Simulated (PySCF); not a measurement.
# C2H8OSSi: electronic excitations and core binding energies

What electronic excitations and core binding energies should C2H8OSSi (`C[Si](C)(O)S`) show?

The runs use PySCF 2.14.0, with density-fitted response routines of our own; the level of theory stands in each step. All values are computed, except where a source is named. Atoms count from 0, in the outputs and in this text.

### 1 Starting geometry

13 atoms, charge 0, multiplicity 1; geometry from: GFN2-xTB.

Bonds of the start (Å): C0–Si1 1.90, Si1–C2 1.90, Si1–O3 1.64, Si1–S4 2.16, C0–H5 1.09, C0–H6 1.09, C0–H7 1.09, C2–H8 1.09, C2–H9 1.09, C2–H10 1.09, O3–H11 0.95, S4–H12 1.32.

### 2 Excited states and response: CAM-B3LYP/def2-SVPD

Job settings and geometry (Å):

```
{"job": {"kind": "uv", "xc": "CAM-B3LYP", "basis": "def2-SVPD", "nstates": 8, "ntriplets": 3}, "charge": 0, "multiplicity": 1}
C     -1.536423    -0.702997    -0.365040
Si     0.012295     0.335775     0.000673
C      1.565683    -0.755029     0.063574
O     -0.163387     1.241878     1.351399
S      0.255663     1.870958    -1.501778
H     -2.439491    -0.101939    -0.303383
H     -1.636184    -1.526987     0.335908
H     -1.496050    -1.126366    -1.363261
H      1.435412    -1.593317     0.742070
H      2.431620    -0.189537     0.396485
H      1.797503    -1.160329    -0.915863
H     -0.262228     0.837877     2.209131
H      0.031199     2.870501    -0.667642
```

With the program's defaults for keys left out, this is: TDDFT CAM-B3LYP/def2-SVPD, vertical, gas phase, core orbitals frozen in the response.

The run is started by

```console
$ OMP_NUM_THREADS=1 python probes_run.py task.json out
```

This one command runs all jobs of the session in turn.

Log:

```text
coarse grid: 11472 points
cycle   1  E = -843.4449810011  dE =  3.454e-01  |g| = 7.204e-01  |ddm| = 4.539e+00
cycle   2  E = -843.4134872817  dE =  3.149e-02  |g| = 8.709e-01  |ddm| = 1.822e+00
cycle   3  E = -843.5523700284  dE = -1.389e-01  |g| = 9.454e-02  |ddm| = 9.355e-01
cycle   4  E = -843.5543222903  dE = -1.952e-03  |g| = 2.416e-02  |ddm| = 1.570e-01
cycle   5  E = -843.5544803379  dE = -1.580e-04  |g| = 3.790e-03  |ddm| = 3.795e-02
cycle   6  E = -843.5544845634  dE = -4.226e-06  |g| = 1.353e-03  |ddm| = 8.807e-03
final grid: 100272 points
cycle   7  E = -843.6597699434  dE = -2.217e-05  |g| = 3.578e-03  |ddm| = 4.610e-02
cycle   8  E = -843.6597706160  dE = -6.726e-07  |g| = 3.258e-03  |ddm| = 1.011e-02
cycle   9  E = -843.6597733774  dE = -2.761e-06  |g| = 1.195e-04  |ddm| = 4.060e-03
cycle  10  E = -843.6597733806  dE = -3.145e-09  |g| = 1.157e-04  |ddm| = 4.359e-04
cycle  11  E = -843.6597733832  dE = -2.624e-09  |g| = 1.816e-05  |ddm| = 1.214e-04
cycle  12  E = -843.6597733833  dE = -9.959e-11  |g| = 4.962e-06  |ddm| = 3.617e-05
converged SCF energy = -843.6597733833

Static polarisability (au): isotropic 75.170, principal 67.646 75.259 82.604

Singlet excitations
state   eV       nm        f      main configurations
  1   6.0760    204.1   0.01726   H->L+1 0.52, H->L+4 0.19, H->L 0.15
  2   6.5800    188.4   0.06019   H->L 0.53, H->L+2 0.24, H->L+4 0.11
  3   6.8298    181.5   0.00122   H->L+1 0.28, H->L+2 0.24, H->L 0.23
  4   7.4919    165.5   0.02808   H-2->L 0.46, H->L+2 0.10, H-1->L 0.10
  5   7.5644    163.9   0.00006   H->L+2 0.31, H-2->L 0.15, H->L+4 0.14
  6   7.8154    158.6   0.07648   H-1->L+1 0.37, H-1->L 0.34
  7   7.9017    156.9   0.00241   H->L+5 0.56, H->L+7 0.12, H->L+8 0.09
  8   7.9695    155.6   0.00532   H->L+3 0.35, H-1->L 0.14, H->L+6 0.11

Triplet excitations (Tamm-Dancoff, eV): 5.6527 6.3109 6.6454
```

Wall time 41 s (1 thread of Arm Neoverse N1, shared host); peak memory 0.76 GiB.

The orbitals next to the gap, with their largest atomic shares:

| orbital | eV | atoms |
| --- | --- | --- |
| HOMO−3 | -11.64 | O3 30 %, S4 26 %, Si1 12 % |
| HOMO−2 | -9.99 | O3 25 %, C2 23 %, Si1 16 % |
| HOMO−1 | -9.93 | S4 48 %, Si1 14 %, C0 14 % |
| HOMO | -8.37 | S4 75 %, Si1 8 %, H12 7 % |
| LUMO | 0.67 | O3 24 %, Si1 20 %, H11 13 % |
| LUMO+1 | 1.37 | S4 34 %, O3 14 %, H12 11 % |
| LUMO+2 | 1.68 | S4 58 %, O3 6 %, Si1 6 % |

With each of the 8 states as a Gaussian band of 0.4 eV half-width at 1/e, the curve within the window shown has maxima at 189 nm (ε 2,600), 160 nm (ε 4,000) L/(mol cm). Beyond the last state computed it falls off for lack of states. The curve at chosen wavelengths:

```json
{"nm": "150", "ε (L/mol/cm)": "1044"}
{"nm": "153", "ε (L/mol/cm)": "2191"}
{"nm": "156", "ε (L/mol/cm)": "3375"}
{"nm": "159", "ε (L/mol/cm)": "3992"}
{"nm": "162", "ε (L/mol/cm)": "3794"}
{"nm": "165", "ε (L/mol/cm)": "3024"}
{"nm": "168", "ε (L/mol/cm)": "2115"}
{"nm": "171", "ε (L/mol/cm)": "1404"}
{"nm": "174", "ε (L/mol/cm)": "1067"}
{"nm": "177", "ε (L/mol/cm)": "1138"}
{"nm": "180", "ε (L/mol/cm)": "1526"}
{"nm": "183", "ε (L/mol/cm)": "2040"}
{"nm": "186", "ε (L/mol/cm)": "2458"}
{"nm": "190", "ε (L/mol/cm)": "2623"}
{"nm": "193", "ε (L/mol/cm)": "2446"}
{"nm": "196", "ε (L/mol/cm)": "2119"}
{"nm": "199", "ε (L/mol/cm)": "1751"}
{"nm": "202", "ε (L/mol/cm)": "1410"}
{"nm": "205", "ε (L/mol/cm)": "1118"}
{"nm": "208", "ε (L/mol/cm)": "871"}
{"nm": "211", "ε (L/mol/cm)": "659"}
{"nm": "214", "ε (L/mol/cm)": "480"}
{"nm": "217", "ε (L/mol/cm)": "333"}
{"nm": "220", "ε (L/mol/cm)": "220"}
{"nm": "223", "ε (L/mol/cm)": "137"}
{"nm": "226", "ε (L/mol/cm)": "82"}
```

Ground-state properties from the same run:

| property | computed |
| --- | --- |
| dipole moment (D) | 2.92 |
| polarisability (Å³) | 11.14 |
| HOMO–LUMO gap (eV) | 9.04 |
| −ε(HOMO) (eV) | 8.37 |

### 3 Core-electron binding energies: SCAN, X2C

Settings changed since step 2:

```diff
@@ -1,2 +1,2 @@
-{"job": {"kind": "uv", "xc": "CAM-B3LYP", "basis": "def2-SVPD", "nstates": 8, "ntriplets": 3}, "charge": 0, "multiplicity": 1}
+{"job": {"kind": "xps"}, "charge": 0, "multiplicity": 1}
 C     -1.536423    -0.702997    -0.365040
```

Method: delta-SCF UKS SCAN, pcX-2 on the ionised atom, pcseg-1 elsewhere, spin-free X2C.

Log:

```text
ground state, core basis on atom 0 (C), 149 functions
  cycle   1  E = -845.38009727  |g| = 8.48e-01
  cycle   2  E = -845.18678722  |g| = 1.29e+00
  cycle   3  E = -845.52947387  |g| = 2.03e-01
  cycle   4  E = -845.53874096  |g| = 3.06e-02
  cycle   5  E = -845.53896140  |g| = 7.94e-03
  cycle   6  E = -845.53897376  |g| = 3.82e-03
  cycle   7  E = -845.53897738  |g| = 1.13e-03
  cycle   8  E = -845.53897883  |g| = 1.99e-04
  E(ground) = -845.59267240 Eh
hole in C 1s of atom 0
  cycle   1  E = -834.31034365  |g| = 1.50e+00
  cycle   2  E = -833.70143314  |g| = 1.75e+00
  cycle   3  E = -834.82232011  |g| = 3.51e-01
  cycle   4  E = -834.85976816  |g| = 1.99e-01
  cycle   5  E = -834.87806961  |g| = 5.31e-02
  cycle   6  E = -834.87882208  |g| = 2.43e-02
  cycle   7  E = -834.87909626  |g| = 6.01e-03
  cycle   8  E = -834.87911884  |g| = 2.04e-03
  cycle   9  E = -834.87912006  |g| = 8.36e-04
  cycle  10  E = -834.87912154  |g| = 4.13e-04
  E(ion) = -834.93156251 Eh   <S^2> = 0.7664   hole on atom = 1.000   binding energy = 290.104 eV
ground state, core basis on atom 1 (Si), 160 functions
  cycle   1  E = -845.64501411  |g| = 2.90e-01
  cycle   2  E = -845.64494237  |g| = 5.47e-02
  cycle   3  E = -845.64473048  |g| = 5.34e-02
  cycle   4  E = -845.64541022  |g| = 8.87e-03
  cycle   5  E = -845.64543483  |g| = 1.23e-03
  cycle   6  E = -845.64543352  |g| = 3.03e-04
  E(ground) = -845.65734624 Eh
hole in Si 1s of atom 1
  cycle   1  E = -776.68889383  |g| = 4.35e+00
  cycle   2  E = -776.42888266  |g| = 2.34e+00
  cycle   3  E = -777.02800472  |g| = 1.06e+00
  cycle   4  E = -777.68681909  |g| = 3.38e-01
  cycle   5  E = -777.74427149  |g| = 1.18e-01
  cycle   6  E = -777.74912057  |g| = 6.26e-02
  cycle   7  E = -777.75060205  |g| = 1.78e-02
  cycle   8  E = -777.75078724  |g| = 5.43e-03
  cycle   9  E = -777.75080302  |g| = 1.66e-03
  cycle  10  E = -777.75080346  |g| = 3.19e-04
  E(ion) = -777.77130674 Eh   <S^2> = 0.7523   hole on atom = 1.000   binding energy = 1847.273 eV
hole in Si 2p of atom 1
  cycle   1  E = -841.35553732  |g| = 1.25e+00
  cycle   2  E = -840.95231647  |g| = 1.35e+00
  cycle   3  E = -841.58592860  |g| = 4.03e-01
  cycle   4  E = -841.68020209  |g| = 1.08e-01
  cycle   5  E = -841.68494183  |g| = 5.79e-02
  cycle   6  E = -841.68645901  |g| = 1.62e-02
  cycle   7  E = -841.68655392  |g| = 6.35e-03
  cycle   8  E = -841.68657587  |g| = 2.02e-03
  cycle   9  E = -841.68657808  |g| = 3.30e-04
  E(ion) = -841.71008055 Eh   <S^2> = 0.7519   hole on atom = 1.003   binding energy = 107.411 eV
  2p3/2 = 107.254 eV   2p1/2 = 107.883 eV
ground state, core basis on atom 3 (O), 149 functions
  cycle   1  E = -845.57176436  |g| = 1.01e-01
  cycle   2  E = -845.57108457  |g| = 7.50e-02
  cycle   3  E = -845.57160445  |g| = 5.58e-02
  cycle   4  E = -845.57214598  |g| = 6.02e-03
  cycle   5  E = -845.57215859  |g| = 8.64e-04
  cycle   6  E = -845.57215902  |g| = 1.87e-04
  E(ground) = -845.62245072 Eh
hole in O 1s of atom 3
  cycle   1  E = -824.96454506  |g| = 2.22e+00
  cycle   2  E = -822.74088925  |g| = 2.57e+00
  cycle   3  E = -825.40317320  |g| = 7.84e-01
  cycle   4  E = -825.73498426  |g| = 2.66e-01
  cycle   5  E = -825.76902865  |g| = 1.14e-01
  cycle   6  E = -825.77665403  |g| = 3.16e-02
  cycle   7  E = -825.77722621  |g| = 8.85e-03
  cycle   8  E = -825.77726870  |g| = 2.30e-03
  cycle   9  E = -825.77727256  |g| = 8.44e-04
  cycle  10  E = -825.77727376  |g| = 2.17e-04
  E(ion) = -825.82834332 Eh   <S^2> = 0.7613   hole on atom = 1.000   binding energy = 538.625 eV
ground state, core basis on atom 4 (S), 160 functions
  cycle   1  E = -845.68372927  |g| = 4.11e-01
  cycle   2  E = -845.68195009  |g| = 1.26e-01
  cycle   3  E = -845.67863863  |g| = 1.83e-01
  cycle   4  E = -845.68491636  |g| = 1.15e-02
  cycle   5  E = -845.68495168  |g| = 4.20e-03
  cycle   6  E = -845.68495642  |g| = 4.01e-04
  E(ground) = -845.72464111 Eh
hole in S 1s of atom 4
  cycle   1  E = -753.46880396  |g| = 5.08e+00
  cycle   2  E = -752.32192078  |g| = 2.46e+00
  cycle   3  E = -748.30768700  |g| = 2.65e+00
  cycle   4  E = -754.64842514  |g| = 2.71e-01
  cycle   5  E = -754.65821028  |g| = 2.16e-01
  cycle   6  E = -754.67977874  |g| = 6.52e-02
  cycle   7  E = -754.68100712  |g| = 2.76e-02
  cycle   8  E = -754.68132279  |g| = 9.01e-03
  cycle   9  E = -754.68136129  |g| = 2.15e-03
  cycle  10  E = -754.68136329  |g| = 5.00e-04
  E(ion) = -754.71262593 Eh   <S^2> = 0.7513   hole on atom = 1.000   binding energy = 2476.563 eV
hole in S 2p of atom 4
  cycle   1  E = -839.02666802  |g| = 1.52e+00
  cycle   2  E = -839.01734648  |g| = 1.20e+00
  cycle   3  E = -839.42931413  |g| = 2.61e-01
  cycle   4  E = -839.45834441  |g| = 1.20e-01
  cycle   5  E = -839.46405024  |g| = 4.86e-02
  cycle   6  E = -839.46476273  |g| = 2.24e-02
  cycle   7  E = -839.46496702  |g| = 5.07e-03
  cycle   8  E = -839.46498063  |g| = 1.35e-03
  cycle   9  E = -839.46497976  |g| = 6.19e-04
  cycle  10  E = -839.46498114  |g| = 1.83e-04
  E(ion) = -839.51151881 Eh   <S^2> = 0.7529   hole on atom = 1.001   binding energy = 169.068 eV
  2p3/2 = 168.802 eV   2p1/2 = 170.045 eV
```

Wall time 1.7 min (1 thread of Arm Neoverse N1, shared host); peak memory 0.66 GiB.

The holes in one table. −ε is the ground-state orbital energy:

| hole | stands for | environment | ΔSCF (eV; 2p as the shell's mean) | −ε (eV) | ⟨S²⟩ |
| --- | --- | --- | --- | --- | --- |
| C1s on C0 | C0, C2 | methyl carbon bonded to Si | 290.10 | 273.2 | 0.766 |
| Si1s on Si1 | Si1 | silicon bonded to 2 C, O, S | 1847.27 | 1794.2 | 0.752 |
| Si2p on Si1 | Si1 | silicon bonded to 2 C, O, S | 107.46 | 96.9 | 0.752 |
| O1s on O3 | O3 | oxygen bonded to Si, H | 538.63 | 516.8 | 0.761 |
| S1s on S4 | S4 | sulfur bonded to Si, H | 2476.56 | 2414.3 | 0.751 |
| S2p on S4 | S4 | sulfur bonded to Si, H | 169.22 | 157.5 | 0.753 |

Each hole run stands for the others of its class of like atoms.

With the spin-orbit splitting: Si1 2p3/2 107.25, 2p1/2 107.88 eV; S4 2p3/2 168.80, 2p1/2 170.04 eV. The table gives each 2p level as the mean over the whole 2p shell (two parts 2p3/2, one part 2p1/2), which differs a little from the single hole in the log.

### 4 What came out

| quantity | value |
| --- | --- |
| lowest singlet (CAM-B3LYP/def2-SVPD) | 6.08 eV (204 nm), f = 0.017 |
| brightest single state of those computed | state 6, 7.82 eV, f = 0.076 |
| lowest triplet | 5.65 eV |
| C1s binding energies, SCAN/pcX-2 | C0 290.10 eV |
| Si1s binding energies, SCAN/pcX-2 | Si1 1847.27 eV |
| Si2p binding energies, SCAN/pcX-2 | Si1 107.46 eV |
| O1s binding energies, SCAN/pcX-2 | O3 538.63 eV |
| S1s binding energies, SCAN/pcX-2 | S4 2476.56 eV |
| S2p binding energies, SCAN/pcX-2 | S4 169.22 eV |

What this shows: The lowest singlet, at 6.08 eV, is HOMO→LUMO+1 0.52, HOMO→LUMO+4 0.19 and is weak; of the 8 states computed, the strongest absorption comes from state 6 at 7.82 eV. The lowest triplet lies 0.42 eV below the lowest singlet (triplets in Tamm-Dancoff, singlets in full TDDFT).
